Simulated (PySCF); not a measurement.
**HfO₂⁻: relaxation and vibrations of the quartet**

Where does quartet HfO₂⁻ go from a end-on start, is the end point a minimum, and what are its modes, charges and moments?

Program: PySCF 2.14.0. Level of theory: PBE0, basis Hf def2-SVPD with ECP60, O def2-SVPD, scalar-relativistic core potentials, no spin–orbit coupling, density fitting. These are calculated values, not measurements.

## 1. The system as given

3 atoms, charge -1, spin multiplicity 4.

Bond lengths: Hf1–O2 2.215 Å, O2–O3 1.445 Å. Angles: Hf1–O2–O3 119.9°.

Coordinates in bohr (charge -1 multiplicity 4):
```
Hf    0.0000    0.0000    0.0000
O     0.0000    0.0000    4.1848
O     2.3674    0.0000    5.5454
```

## 2. First SCF at the start

The steps below are one call of a driver around PySCF. For each, scf.py gives the equivalent set-up of the SCF; relaxations use the driver's own optimiser. After this first run the driver tries any further starts and a stability analysis.

File scf.py:

```python
from pyscf import gto, scf, dft
mol = gto.M(atom='''
Hf     0.000000     0.000000     0.000000
O      0.000000     0.000000     2.214500
O      1.252800     0.000000     2.934500''',
    basis={'Hf': 'def2-SVPD', 'O': 'def2-SVPD'},
    ecp={'Hf': 'def2-SVPD'},
    charge=-1, spin=3)
mf = dft.UKS(mol, xc='PBE0')
mf.grids.atom_grid = (50, 194)
aux = {'Hf': 'def2-universal-JKFIT', 'O': 'def2-universal-JKFIT'}
mf = mf.density_fit(auxbasis=aux)
mf.conv_tol = 1e-08
mf.diis_space = 10
mf.max_cycle = 60
mf.init_guess = 'minao'
mf.verbose = 4
mf.kernel()
```

Launch:

```sh
$ OMP_NUM_THREADS=2 python axn.py task.json out
```

Output:

```text
init E= -185.34359002807
[... the frontier-level lines of each cycle are left out ...]
cycle= 1 E= -197.727879858757  delta_E= -12.4  |g|= 0.577  |ddm|=  5.3
cycle= 2 E= -193.562867989386  delta_E= 4.17  |g|= 2.14  |ddm|= 4.96
cycle= 3 E= -197.805515042073  delta_E= -4.24  |g|= 0.485  |ddm|= 4.41
cycle= 4 E= -197.96231636996  delta_E= -0.157  |g|= 0.078  |ddm|= 1.25
cycle= 5 E= -197.95030248663  delta_E= 0.012  |g|= 0.193  |ddm|= 0.517
cycle= 6 E= -197.967341067049  delta_E= -0.017  |g|= 0.0895  |ddm|= 0.139
cycle= 7 E= -197.971373627976  delta_E= -0.00403  |g|= 0.0432  |ddm|= 0.0773
cycle= 8 E= -197.972733392814  delta_E= -0.00136  |g|= 0.00593  |ddm|= 0.0798
cycle= 9 E= -197.972878399635  delta_E= -0.000145  |g|= 0.00397  |ddm|= 0.0374
cycle= 10 E= -197.973021801169  delta_E= -0.000143  |g|= 0.00255  |ddm|= 0.0433
cycle= 11 E= -197.973148802778  delta_E= -0.000127  |g|= 0.00249  |ddm|= 0.0435
cycle= 12 E= -197.973255134996  delta_E= -0.000106  |g|= 0.00255  |ddm|= 0.0394
cycle= 13 E= -197.973271417407  delta_E= -1.63e-05  |g|= 0.00257  |ddm|= 0.00634
cycle= 14 E= -197.973234014053  delta_E= 3.74e-05  |g|= 0.00267  |ddm|= 0.0151
cycle= 15 E= -197.972820695569  delta_E= 0.000413  |g|= 0.0104  |ddm|= 0.193
cycle= 16 E= -197.973057106347  delta_E= -0.000236  |g|= 0.00531  |ddm|= 0.112
cycle= 17 E= -197.973104525434  delta_E= -4.74e-05  |g|= 0.0102  |ddm|= 0.0489
cycle= 18 E= -197.973060859063  delta_E= 4.37e-05  |g|= 0.00426  |ddm|= 0.0732
cycle= 19 E= -197.973127151758  delta_E= -6.63e-05  |g|= 0.00653  |ddm|= 0.0428
cycle= 20 E= -197.97316759946  delta_E= -4.04e-05  |g|= 0.00566  |ddm|= 0.0202
cycle= 21 E= -197.97345002043  delta_E= -0.000282  |g|= 0.00368  |ddm|= 0.163
cycle= 22 E= -197.97340147007  delta_E= 4.86e-05  |g|= 0.00186  |ddm|= 0.0423
cycle= 23 E= -197.973698401196  delta_E= -0.000297  |g|= 0.00444  |ddm|= 0.276
cycle= 24 E= -197.97368104855  delta_E= 1.74e-05  |g|= 0.00311  |ddm|= 0.0461
cycle= 25 E= -197.973702658674  delta_E= -2.16e-05  |g|= 0.00196  |ddm|= 0.0727
cycle= 26 E= -197.973705814487  delta_E= -3.16e-06  |g|= 0.00118  |ddm|= 0.0447
cycle= 27 E= -197.973705814023  delta_E= 4.64e-10  |g|= 0.000388  |ddm|= 0.0287
cycle= 28 E= -197.973708811993  delta_E= -3e-06  |g|= 0.000281  |ddm|= 0.019
cycle= 29 E= -197.973709166554  delta_E= -3.55e-07  |g|= 0.000292  |ddm|= 0.0114
cycle= 30 E= -197.973709090408  delta_E= 7.61e-08  |g|= 0.000125  |ddm|= 0.00782
cycle= 31 E= -197.973709210313  delta_E= -1.2e-07  |g|= 9.03e-05  |ddm|= 0.00622
cycle= 32 E= -197.973709179601  delta_E= 3.07e-08  |g|= 7.63e-05  |ddm|= 0.00162
cycle= 33 E= -197.973709174229  delta_E= 5.37e-09  |g|= 1.94e-05  |ddm|= 0.000958
Extra cycle  E= -197.97370917402  delta_E= 2.08e-10  |g|= 6.11e-05  |ddm|= 0.000142
converged SCF energy = -197.97370917402  <S^2> = 3.7925546  2S+1 = 4.021221
```

This step, with its further starts and checks, took 13 s on 2 threads of Arm Neoverse V2, shared host.

The starts that the driver tried:

| start | energy (Eh) |
| --- | --- |
| the minimal-basis guess | -197.973709 |
| a thermally smeared density | -197.985846 |
| a smeared PBE density | -197.973709 |

This is not the lowest solution: one lies 31.9 kJ/mol lower, at -197.98585 Eh, and the relaxation starts from that.

## 3. End-on start, quartet: relaxation

The program finds Cs symmetry in the start, which this walk keeps. The walk stops when the largest gradient is under 0.0003 Eh/bohr and the energy has settled too.

Changes to scf.py since step 2:

```diff
@@ -3,3 +3,3 @@
-Hf     0.000000     0.000000     0.000000
-O      0.000000     0.000000     2.214500
-O      1.252800     0.000000     2.934500''',
+Hf    -0.094549     0.000000    -0.388597
+O     -0.094549     0.000000     1.825903
+O      1.158251     0.000000     2.545903''',
@@ -16 +15,0 @@
-mf.init_guess = 'minao'
```

Steps of the walk:

| step | energy (Eh) | change (kJ/mol) | largest symmetric gradient (Eh/bohr) |
| --- | --- | --- | --- |
| 0 | -197.985846 | 0.00 | 0.05984 |
| 1 | -197.997501 | -30.60 | 0.01340 |
| 2 | -197.998333 | -32.79 | 0.00856 |
| 3 | -197.999353 | -35.46 | 0.00899 |
| 4 | -197.999983 | -37.12 | 0.01320 |
| 5 | -198.001273 | -40.50 | 0.01975 |
| 6 | -198.002291 | -43.18 | 0.03511 |
| 7 | -198.003606 | -46.63 | 0.04452 |
| 8 | -198.007798 | -57.63 | 0.02738 |
| 9 | -198.008840 | -60.37 | 0.02251 |
| 10 | -198.009345 | -61.70 | 0.00796 |
| 11 | -198.009575 | -62.30 | 0.00190 |
| 12 | -198.009605 | -62.38 | 0.00130 |
| 13 | -198.009625 | -62.43 | 0.00040 |
| 14 | -198.009626 | -62.43 | 0.00009 |

The walk took 34 s.

Positions (Å) and forces (eV/Å) along the way:

```
step 0
Hf  -0.095   0.000  -0.389   0.142   0.000   1.137
O   -0.095   0.000   1.826   2.935   0.000   0.882
O    1.158   0.000   2.546  -3.077   0.000  -2.020
step 1
Hf  -0.090   0.000  -0.349   0.130   0.000   0.625
O   -0.029   0.000   1.835  -0.614   0.000  -0.689
O    1.088   0.000   2.497   0.484   0.000   0.064
step 7
Hf   0.123   0.000  -0.105   0.264   0.000  -0.527
O   -0.257   0.000   1.964   2.028   0.000   1.042
O    1.103   0.000   2.124  -2.292   0.000  -0.514
step 14
Hf   0.206   0.000  -0.100   0.007   0.000  -0.004
O   -0.269   0.000   2.096  -0.005   0.000  -0.005
O    1.032   0.000   1.988  -0.003   0.000   0.009
```

After 14 steps and 62.4 kJ/mol it ends at C2v: Hf–O 2.245 Å, Hf–O 2.247 Å, O–O 1.305 Å; Hf–O–O 73.1° (×2), O–Hf–O 33.8°.

## 4. Vibrations and properties at this point

The point is checked on the finer grid, and tightened if its gradient asks for it. The Hessian and the dipole derivatives come from central differences of analytic gradients, with steps of 0.02 bohr.

Changes to scf.py since step 3:

```diff
@@ -3,3 +3,3 @@
-Hf    -0.094549     0.000000    -0.388597
-O     -0.094549     0.000000     1.825903
-O      1.158251     0.000000     2.545903''',
+Hf    -0.026531     0.000000    -0.323354
+O     -0.500914     0.000000     1.872246
+O      0.799389     0.000000     1.765558''',
@@ -10 +10 @@
-mf.grids.atom_grid = (50, 194)
+mf.grids.atom_grid = (75, 302)
@@ -13 +13 @@
-mf.conv_tol = 1e-08
+mf.conv_tol = 1e-10
```

The driver hands on the density of the step before, so the log starts near convergence.

SCF at the final geometry:

```text
init E= -198.009654314509
[... the frontier-level lines of each cycle are left out ...]
cycle= 1 E= -198.00965431451  delta_E= -1.08e-12  |g|= 1.67e-06  |ddm|= 7.46e-06
Extra cycle  E= -198.009654314514  delta_E= -4.66e-12  |g|= 3.8e-06  |ddm|= 9.8e-06
converged SCF energy = -198.009654314514  <S^2> = 3.7695649  2S+1 = 4.0097705
```

The whole step took 28 s.

Geometry: C2v; Hf–O 2.246 Å (×2), O–O 1.305 Å; Hf–O–O 73.1° (×2), O–Hf–O 33.8°.

Harmonic modes (main isotopes):

```tsv
symmetry	ω (cm⁻¹)	IR (km/mol)	μ (u)
b2	217	1.0	16.21
a1	335	69.7	18.55
a1	1286	7.8	16.00
```

No imaginary mode, so this is a minimum.

Constants and moments:

- Dipole moment about the centre of mass: 1.34 D
- Highest occupied level: 1.21 eV
- Lowest empty level: 1.25 eV
- Rotational constants: 1.238, 0.1343, 0.1212 cm⁻¹
- Zero-point energy: 11.0 kJ/mol
- Principal polarisabilities: 154.7, 187.6, 197.7 bohr³
- Principal traceless quadrupole moments about the centre of mass: -7.19, 1.52, 5.67 D Å
- Entropy at 298.15 K and 1 bar (electronic part: spin only): 295.0 J/(mol K)
- Heat capacity Cp at 298.15 K: 48.2 J/(mol K)
- Enthalpy at 298.15 K above 0 K: 12.34 kJ/mol
- Rotational symmetry number: 2
- Spin squared ⟨S²⟩: 3.770

Charges (e) and bond orders:

```csv
atom,Mulliken,Löwdin,polar tensor,spin (Mulliken),Mayer order to Hf1
Hf1,-0.56,-0.15,-0.45,1.93,–
"O2,3",-0.22,-0.43,-0.28,0.54,0.07
```

Mulliken populations on Hf1 (outside its core potential): s 4.12, p 6.24, d 2.17, f 0.03.

## 5. What came out

| quantity | value |
| --- | --- |
| minimum | quartet, C2v |
| geometry | Hf–O 2.246 Å (×2), O–O 1.305 Å; Hf–O–O 73.1° (×2), O–Hf–O 33.8° |
| wavenumbers (cm⁻¹) | 217 (b2), 335 (a1), 1286 (a1) |
| dipole moment (centre of mass) | 1.34 D |
| highest occupied, lowest empty level (either spin) | 1.21, 1.25 eV |
| polar-tensor charge of Hf1 | -0.45 e |
| zero-point energy | 11.0 kJ/mol |
| entropy at 298.15 K | 295.0 J/(mol K) |
| ⟨S²⟩ | 3.770 |

**Reading.** The end-on start (Cs) ends in a minimum of C2v symmetry. The strongest infrared band lies at 335 cm⁻¹ (a1). Most of the spin sits on Hf1 (Mulliken spin 1.93, against 3 for the whole molecule). The first SCF alone would have been 32 kJ/mol too high. Other starts or spin states, not run here, may lie lower. The highest occupied level lies above zero: either self-interaction error lifts it or the extra electron is not bound, and the basis holds it in place. One determinant may miss the lowest occupation of an open d or f shell. Spin–orbit coupling, left out here, can matter for elements this heavy.

The search up to here took 75 s.
